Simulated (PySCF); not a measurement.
# IO2F3: a ladder of methods

How much do the numbers for IO2F3 (singlet) hang on the method? All levels run at one geometry, the PBE0 minimum.

The runs use PySCF 2.14.0; several methods, basis I def2-SVP with ECP28, O def2-SVP, F def2-SVP, scalar-relativistic core potentials, no spin–orbit coupling, density fitting.

## (1) Where the work starts

6 atoms, charge 0, spin multiplicity 1.

Bond lengths: I1–O2 1.777 Å, I1–O3 1.777 Å, I1–F4 1.909 Å, I1–F5 1.909 Å, I1–F6 1.894 Å. Angles: O2–I1–O3 134.2°, O2–I1–F4 92.9°, O2–I1–F5 92.9°, O2–I1–F6 112.9°, O3–I1–F4 92.9°, O3–I1–F5 92.9°, O3–I1–F6 112.9°, F4–I1–F5 165.0°, F4–I1–F6 82.5°, F5–I1–F6 82.5°.

```xyz
6
charge 0 multiplicity 1
I    -0.1080    0.0000    0.0000
O    -0.7993    1.6372    0.0000
O    -0.7993   -1.6372    0.0000
F     0.1409    0.0000    1.8923
F     0.1409    0.0000   -1.8923
F     1.7862    0.0000    0.0000
```

## (2) PBE0

One driver script runs all steps and calls PySCF; scf.py shows the equivalent input of each level. Each SCF starts from the density of the minimum. The driver also runs the species with one electron less or more at the same geometry (one less: multiplicity 2, one more: multiplicity 2); their logs are not shown.

scf.py

```python
from pyscf import gto, scf, dft
mol = gto.M(atom='''
I     -0.108036    -0.000000    -0.000000
O     -0.799253     1.637240    -0.000000
O     -0.799253    -1.637240     0.000000
F      0.140914     0.000000     1.892294
F      0.140914    -0.000000    -1.892294
F      1.786175    -0.000000     0.000000''',
    basis={'I': 'def2-SVP', 'O': 'def2-SVP', 'F': 'def2-SVP'},
    ecp={'I': 'def2-SVP'},
    charge=0, spin=0)
mf = dft.RKS(mol, xc='PBE0')
mf.grids.atom_grid = (99, 590)
aux = {'I': 'def2-universal-JKFIT', 'O': 'def2-universal-JKFIT', 'F': 'def2-universal-JKFIT'}
mf = mf.density_fit(auxbasis=aux)
mf.kernel()
```

Log:

```text
init E= -746.561578941105
  HOMO = -0.393240997531311  LUMO = -0.195922690838575  gap/eV = 5.36930
cycle= 1 E= -746.561578942761  delta_E= -1.66e-09  |g|= 2.77e-05  |ddm|= 0.00013
  HOMO = -0.393234564461757  LUMO = -0.195919871614034  gap/eV = 5.36921
cycle= 2 E= -746.561578942211  delta_E= 5.5e-10  |g|= 5.86e-05  |ddm|= 7.09e-05
  HOMO = -0.393238732628491  LUMO = -0.195920881407218  gap/eV = 5.36929
cycle= 3 E= -746.561578942913  delta_E= -7.03e-10  |g|= 7.45e-06  |ddm|= 5.47e-05
  HOMO = -0.393238079238915  LUMO = -0.195920967518642  gap/eV = 5.36927
Extra cycle  E= -746.561578942858  delta_E= 5.55e-11  |g|= 1.74e-05  |ddm|= 2.01e-05
converged SCF energy = -746.561578942858
```

This level, with the species of one electron less or more, took 15 s on 4 threads, shared host.

| Item | Value |
| --- | --- |
| energy | -746.561579 Eh |
| one electron less (charge +1) | -746.083780 Eh (doublet, ⟨S²⟩ 0.76) |
| one electron more (charge -1) | -746.668522 Eh (doublet, ⟨S²⟩ 0.76) |
| Mulliken charge of I1 | +1.94 e |

## (3) HF

Changes to scf.py since step 2:

```diff
@@ -12,2 +12 @@
-mf = dft.RKS(mol, xc='PBE0')
-mf.grids.atom_grid = (99, 590)
+mf = scf.RHF(mol)
```

Log:

```text
init E= -743.82943759304
  HOMO = -0.548374762380442  LUMO = -0.0384956234781058  gap/eV = 13.87452
cycle= 1 E= -743.880066160104  delta_E= -0.0506  |g|= 0.143  |ddm|= 0.621
  HOMO = -0.570308036001509  LUMO = -0.0592428150497284  gap/eV = 13.90679
cycle= 2 E= -743.884826538105  delta_E= -0.00476  |g|= 0.0704  |ddm|= 0.219
  HOMO = -0.574058378730933  LUMO = -0.0501209076206734  gap/eV = 14.25706
cycle= 3 E= -743.886113760313  delta_E= -0.00129  |g|= 0.0284  |ddm|= 0.0816
  HOMO = -0.571436640129092  LUMO = -0.044611368516783  gap/eV = 14.33565
cycle= 4 E= -743.886497722506  delta_E= -0.000384  |g|= 0.0104  |ddm|= 0.052
  HOMO = -0.574482893555198  LUMO = -0.0442580216390809  gap/eV = 14.42815
cycle= 5 E= -743.886571894295  delta_E= -7.42e-05  |g|= 0.00486  |ddm|= 0.0214
  HOMO = -0.574589629542793  LUMO = -0.0437858623935128  gap/eV = 14.44391
cycle= 6 E= -743.886590732656  delta_E= -1.88e-05  |g|= 0.00229  |ddm|= 0.0135
  HOMO = -0.574934528760053  LUMO = -0.0433726990886356  gap/eV = 14.46453
cycle= 7 E= -743.886594441916  delta_E= -3.71e-06  |g|= 0.000469  |ddm|= 0.00662
  HOMO = -0.575109100666141  LUMO = -0.0434043268070248  gap/eV = 14.46842
cycle= 8 E= -743.886594664469  delta_E= -2.23e-07  |g|= 0.000127  |ddm|= 0.00174
  HOMO = -0.575143911117219  LUMO = -0.0434098319528964  gap/eV = 14.46922
cycle= 9 E= -743.886594678497  delta_E= -1.4e-08  |g|= 5.95e-05  |ddm|= 0.00034
  HOMO = -0.57515500737232  LUMO = -0.0434096057085576  gap/eV = 14.46953
cycle= 10 E= -743.886594680672  delta_E= -2.18e-09  |g|= 2.43e-05  |ddm|= 0.000112
  HOMO = -0.575160962589167  LUMO = -0.0434096849692835  gap/eV = 14.46969
cycle= 11 E= -743.886594681336  delta_E= -6.64e-10  |g|= 9.71e-06  |ddm|= 7.47e-05
  HOMO = -0.575161570163286  LUMO = -0.0434090720730325  gap/eV = 14.46972
Extra cycle  E= -743.886594681421  delta_E= -8.48e-11  |g|= 6.03e-06  |ddm|= 1.88e-05
converged SCF energy = -743.886594681421
```

This level, with the species of one electron less or more, took 4 s.

- energy: -743.886595 Eh
- one electron less (charge +1): -743.443315 Eh (doublet, ⟨S²⟩ 0.96)
- one electron more (charge -1): -743.977773 Eh (doublet, ⟨S²⟩ 0.81)
- Mulliken charge of I1: +2.53 e

## (4) MP2

Changes to scf.py since step 3:

```diff
@@ -15,0 +16,2 @@
+from pyscf.mp import dfmp2
+dfmp2.DFMP2(mf, frozen=9).kernel()  # the driver gives MP2 a fitting basis of its own (RI)
```

Log:

```text
init E= -743.82943759304
  HOMO = -0.548374762380441  LUMO = -0.0384956234781129  gap/eV = 13.87452
cycle= 1 E= -743.880066160104  delta_E= -0.0506  |g|= 0.143  |ddm|= 0.621
  HOMO = -0.570308036001503  LUMO = -0.0592428150497391  gap/eV = 13.90679
cycle= 2 E= -743.884826538106  delta_E= -0.00476  |g|= 0.0704  |ddm|= 0.219
  HOMO = -0.574058378730932  LUMO = -0.0501209076206663  gap/eV = 14.25706
cycle= 3 E= -743.886113760313  delta_E= -0.00129  |g|= 0.0284  |ddm|= 0.0816
  HOMO = -0.571436640129101  LUMO = -0.0446113685167653  gap/eV = 14.33565
cycle= 4 E= -743.886497722506  delta_E= -0.000384  |g|= 0.0104  |ddm|= 0.052
  HOMO = -0.574482893555189  LUMO = -0.0442580216390951  gap/eV = 14.42815
cycle= 5 E= -743.886571894295  delta_E= -7.42e-05  |g|= 0.00486  |ddm|= 0.0214
  HOMO = -0.574589629542783  LUMO = -0.0437858623935306  gap/eV = 14.44391
cycle= 6 E= -743.886590732657  delta_E= -1.88e-05  |g|= 0.00229  |ddm|= 0.0135
  HOMO = -0.574934528760033  LUMO = -0.0433726990886534  gap/eV = 14.46453
cycle= 7 E= -743.886594441915  delta_E= -3.71e-06  |g|= 0.000469  |ddm|= 0.00662
  HOMO = -0.57510910066613  LUMO = -0.0434043268069892  gap/eV = 14.46842
cycle= 8 E= -743.886594664469  delta_E= -2.23e-07  |g|= 0.000127  |ddm|= 0.00174
  HOMO = -0.575143911117175  LUMO = -0.0434098319528857  gap/eV = 14.46922
cycle= 9 E= -743.886594678497  delta_E= -1.4e-08  |g|= 5.95e-05  |ddm|= 0.00034
  HOMO = -0.575155007372311  LUMO = -0.0434096057085505  gap/eV = 14.46953
cycle= 10 E= -743.886594680672  delta_E= -2.17e-09  |g|= 2.43e-05  |ddm|= 0.000112
  HOMO = -0.575160962589177  LUMO = -0.0434096849692942  gap/eV = 14.46969
cycle= 11 E= -743.886594681335  delta_E= -6.63e-10  |g|= 9.71e-06  |ddm|= 7.47e-05
  HOMO = -0.575161570163294  LUMO = -0.0434090720730111  gap/eV = 14.46972
Extra cycle  E= -743.886594681421  delta_E= -8.62e-11  |g|= 6.03e-06  |ddm|= 1.88e-05
converged SCF energy = -743.886594681421
```

This level, with the species of one electron less or more, took 4.3 s.

| Item | Value |
| --- | --- |
| energy | -745.018962 Eh |
| one electron less (charge +1) | -744.520158 Eh (doublet, ⟨S²⟩ 0.96) |
| one electron more (charge -1) | -745.100292 Eh (doublet, ⟨S²⟩ 0.81) |
| MP2 correlation in its own fitting basis (same spin, opposite spin) | -1.13237 Eh (-0.32165, -0.81071) |

## (5) PBE

Changes to scf.py since step 4:

```diff
@@ -12 +12,2 @@
-mf = scf.RHF(mol)
+mf = dft.RKS(mol, xc='PBE')
+mf.grids.atom_grid = (99, 590)
@@ -16,2 +16,0 @@
-from pyscf.mp import dfmp2
-dfmp2.DFMP2(mf, frozen=9).kernel()  # the driver gives MP2 a fitting basis of its own (RI)
```

Log:

```text
init E= -746.585798041877
  HOMO = -0.318474125207215  LUMO = -0.230610979741215  gap/eV = 2.39088
cycle= 1 E= -746.589706748159  delta_E= -0.00391  |g|= 0.123  |ddm|= 0.398
  HOMO = -0.318752436176037  LUMO = -0.21865853136952  gap/eV = 2.72369
cycle= 2 E= -746.578145599643  delta_E= 0.0116  |g|= 0.271  |ddm|= 0.41
  HOMO = -0.312043935955298  LUMO = -0.220103780945806  gap/eV = 2.50182
cycle= 3 E= -746.592610731147  delta_E= -0.0145  |g|= 0.0527  |ddm|= 0.271
  HOMO = -0.316193386007853  LUMO = -0.222447718985997  gap/eV = 2.55095
cycle= 4 E= -746.593016715614  delta_E= -0.000406  |g|= 0.0296  |ddm|= 0.0669
  HOMO = -0.316297873315273  LUMO = -0.223465574616316  gap/eV = 2.52610
cycle= 5 E= -746.593189557124  delta_E= -0.000173  |g|= 0.00676  |ddm|= 0.0291
  HOMO = -0.31632848285489  LUMO = -0.223596834374892  gap/eV = 2.52336
cycle= 6 E= -746.593196325625  delta_E= -6.77e-06  |g|= 0.00312  |ddm|= 0.00761
  HOMO = -0.316217426880329  LUMO = -0.223484983798414  gap/eV = 2.52338
cycle= 7 E= -746.593198148533  delta_E= -1.82e-06  |g|= 9.59e-05  |ddm|= 0.00233
  HOMO = -0.316216961069675  LUMO = -0.223485180748426  gap/eV = 2.52336
cycle= 8 E= -746.593198150036  delta_E= -1.5e-09  |g|= 2.88e-05  |ddm|= 9.16e-05
  HOMO = -0.316216432331337  LUMO = -0.22348466083178  gap/eV = 2.52336
cycle= 9 E= -746.593198149771  delta_E= 2.66e-10  |g|= 4.54e-05  |ddm|= 5.64e-05
  HOMO = -0.316216383383164  LUMO = -0.223484559361975  gap/eV = 2.52336
cycle= 10 E= -746.593198150226  delta_E= -4.55e-10  |g|= 2.8e-06  |ddm|= 3.86e-05
  HOMO = -0.316216757142604  LUMO = -0.223484546900266  gap/eV = 2.52337
Extra cycle  E= -746.593198150206  delta_E= 1.98e-11  |g|= 9.88e-06  |ddm|= 1.17e-05
converged SCF energy = -746.593198150206
```

This level, with the species of one electron less or more, took 99 s.

* energy: -746.593198 Eh
* one electron less (charge +1): -746.145962 Eh (doublet, ⟨S²⟩ 0.76)
* one electron more (charge -1): -746.687300 Eh (doublet, ⟨S²⟩ 0.75)
* Mulliken charge of I1: +1.71 e

## (6) r2SCAN

Changes to scf.py since step 5:

```diff
@@ -12 +12 @@
-mf = dft.RKS(mol, xc='PBE')
+mf = dft.RKS(mol, xc='R2SCAN')
```

Log:

```text
init E= -746.926404714485
  HOMO = -0.341905734377603  LUMO = -0.229580672647625  gap/eV = 3.05652
cycle= 1 E= -746.928523503012  delta_E= -0.00212  |g|= 0.0344  |ddm|= 0.174
  HOMO = -0.33984178438678  LUMO = -0.223489480368222  gap/eV = 3.16611
cycle= 2 E= -746.927855391026  delta_E= 0.000668  |g|= 0.0659  |ddm|= 0.113
  HOMO = -0.337776991465507  LUMO = -0.224672207145215  gap/eV = 3.07774
cycle= 3 E= -746.928685085209  delta_E= -0.00083  |g|= 0.0219  |ddm|= 0.0792
  HOMO = -0.339735185173091  LUMO = -0.225903402860961  gap/eV = 3.09752
cycle= 4 E= -746.928772002253  delta_E= -8.69e-05  |g|= 0.00922  |ddm|= 0.0249
  HOMO = -0.339803652091658  LUMO = -0.226147595989243  gap/eV = 3.09274
cycle= 5 E= -746.928787628638  delta_E= -1.56e-05  |g|= 0.00162  |ddm|= 0.00795
  HOMO = -0.339812890778954  LUMO = -0.226180754550729  gap/eV = 3.09209
cycle= 6 E= -746.928787992382  delta_E= -3.64e-07  |g|= 0.000852  |ddm|= 0.00196
  HOMO = -0.339791371187301  LUMO = -0.226157612320453  gap/eV = 3.09213
cycle= 7 E= -746.928788127526  delta_E= -1.35e-07  |g|= 5.73e-05  |ddm|= 0.000663
  HOMO = -0.339791969852265  LUMO = -0.226157288466329  gap/eV = 3.09216
cycle= 8 E= -746.928788128123  delta_E= -5.97e-10  |g|= 1.32e-05  |ddm|= 4.58e-05
  HOMO = -0.339792985081224  LUMO = -0.226156976670747  gap/eV = 3.09219
Extra cycle  E= -746.928788127683  delta_E= 4.4e-10  |g|= 4.61e-05  |ddm|= 5.35e-05
converged SCF energy = -746.928788127683
```

This level, with the species of one electron less or more, took 38 s on 4 threads, shared host.

- energy: -746.928788 Eh
- one electron less (charge +1): -746.464395 Eh (doublet, ⟨S²⟩ 0.76)
- Mulliken charge of I1: +1.89 e

## (7) Comparison of the levels

| level | atomisation energy (kJ/mol) | vertical ionisation energy (eV) | vertical electron affinity (eV) | −ε(HOMO) (eV) | gap (eV) | dipole (D) | wall time |
| --- | --- | --- | --- | --- | --- | --- | --- |
| PBE0 | 998 | 13.00 | 2.91 | 10.70 | 5.37 | 0.08 | 15 s |
| HF | -145 | 12.06 | 2.48 | 15.65 | 14.47 | 0.19 | 4 s |
| MP2 | – | 13.57 | 2.21 | – | – | – | 4.3 s |
| PBE | 1283 | 12.17 | 2.56 | 8.60 | 2.52 | 0.04 | 99 s |
| r2SCAN | – | 12.64 | – | 9.25 | 3.09 | 0.06 | 38 s |

Times are for 4 threads, shared host; PBE0 starts from its own converged density, so its time is not comparable. A dash stands where a species or a free atom was not run at that level, or the quantity is not defined.

Atomisation goes to high-spin atoms in their ground configurations, run at the same level, without zero-point energy.

## (8) Summary of results

```
                         quantity                           value
        atomisation energy, range  -145 (HF) to 1283 (PBE) kJ/mol
vertical ionisation energy, range    12.06 (HF) to 13.57 (MP2) eV
vertical electron affinity, range    2.21 (MP2) to 2.91 (PBE0) eV
               orbital gap, range     2.52 (PBE) to 14.47 (HF) eV
```

The atomisation energy spreads over 1428 kJ/mol, from HF to PBE; without a CCSD(T) value for it there is no yardstick here. Without diffuse functions electron affinities tend to come out too low.  Spin–orbit coupling is left out.
